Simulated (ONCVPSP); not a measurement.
# Pseudopotential generation for magnesium: ONCV, PBEsol

Aim: build the potential from the settings below, then test how well it stands in for the atom: other configurations, scattering, ghost states and the plane-wave cutoff that it needs.

The numbers are computed with ONCVPSP 4.0.1 (PBEsol, scalar-relativistic, spin-unpolarised reference atom).

### 1 The atom and the settings

The settings as typed:

```
element                 : magnesium (Mg, Z = 12)
type                    : optimised norm-conserving Vanderbilt (ONCV)
frozen core             : [He] 2s2
valence charge          : 8
reference configuration : 2p6 3s1 3p1
partial waves           : 3s: rc 2.05 bohr, ncon 4, nbas 6, qcut 3.5 1/bohr, 3 projectors, debl 3 Ha; 2p+3p: rc 1.20 bohr, ncon 4, nbas 7, qcut 14.4 1/bohr, 2 projectors
local potential         : polynomial inside 0.95 bohr (lpopt 5, dvloc0 -1 Ha)
core correction         : not asked for
```

The outer shells as boxes (Hund's rule for the drawing; the calculation is spin-unpolarised):

```
[He] core
2s [↑↓]
2p [↑↓][↑↓][↑↓]
3s [↑ ]
3p [↑ ][  ][  ]
```

### 2 Generation

The input, Mg.dat:

```
# ATOM AND REFERENCE CONFIGURATION
# atsym  z   nc   nv     iexc    psfile
  Mg 12.00    2    3  -116133      upf
#
#   n    l    f
    1    0    2.00
    2    0    2.00
    2    1    6.00
    3    0    1.00
    3    1    1.00
#
# PSEUDOPOTENTIAL AND OPTIMIZATION
# lmax
    1
#
#   l,   rc,      ep,       ncon, nbas, qcut
    0    2.05    0.00    4    6    3.50
    1    1.20    0.00    4    7   14.40
#
# LOCAL POTENTIAL
# lloc, lpopt,  rc(5),   dvloc0
    4    5    0.95   -1.00
#
# VANDERBILT-KLEINMAN-BYLANDER PROJECTORs
# l, nproj, debl
    0    3    3.00
    1    2    1.40
#
# MODEL CORE CHARGE
# icmod, fcfact, rcfact
    0    0.00    0.00
#
# LOG DERIVATIVE ANALYSIS
# epsh1, epsh2, depsh
   -3.00    5.00    0.02
#
# OUTPUT GRID
# rlmax, drl
    6.00    0.01
#
# TEST CONFIGURATIONS
# ncnf
    4
# nvcnf
#   n    l    f
    3
    2    1    6.00
    3    0    2.00
    3    1    0.00
#
    3
    2    1    6.00
    3    0    1.00
    3    1    0.00
#
    3
    2    1    6.00
    3    0    0.00
    3    1    0.00
#
    3
    2    1    6.00
    3    0    1.50
    3    1    0.00
#
```

Started as:

```sh
$ oncvpsp.x < Mg.dat > Mg.out
```

**Question.** What will these runs give? Wanted: cutoffs for 1 and 0.1 mHa per electron, occupied waves; bound ghosts; GHOST(+) flags; largest test error; largest phase difference near zero energy, channels read.

**Answer**, as computed:

```
                                                quantity                                                  value
  cutoffs for 1 and 0.1 mHa per electron, occupied waves                                        65 Ha and 75 Ha
                                            bound ghosts                                             none found
                                          GHOST(+) flags  s at 157 eV (1 near or above the test basis's cutoff)
                            largest test error (AE − PS)                               +34 meV, for 2p6 3s0 3p0
largest phase difference near zero energy, channels read                                              0.001 rad
```

In words: The worst unpolarised test, 2p6 3s0 3p0, is off by 34 meV on 19.3 eV; by total energies transferability rates as fair. The potential is very hard: the looser tolerance needs 65 Ha. At the looser tolerance the 2p wave is the slowest; 3p needs 49 Ha. No bound ghost shows below the valence levels. Near zero energy the phases of the channels with partial waves agree within 0.001 rad. The program also flags highly localised states, GHOST(+) (s). These are tests on the free atom; a crystal test is still owed.
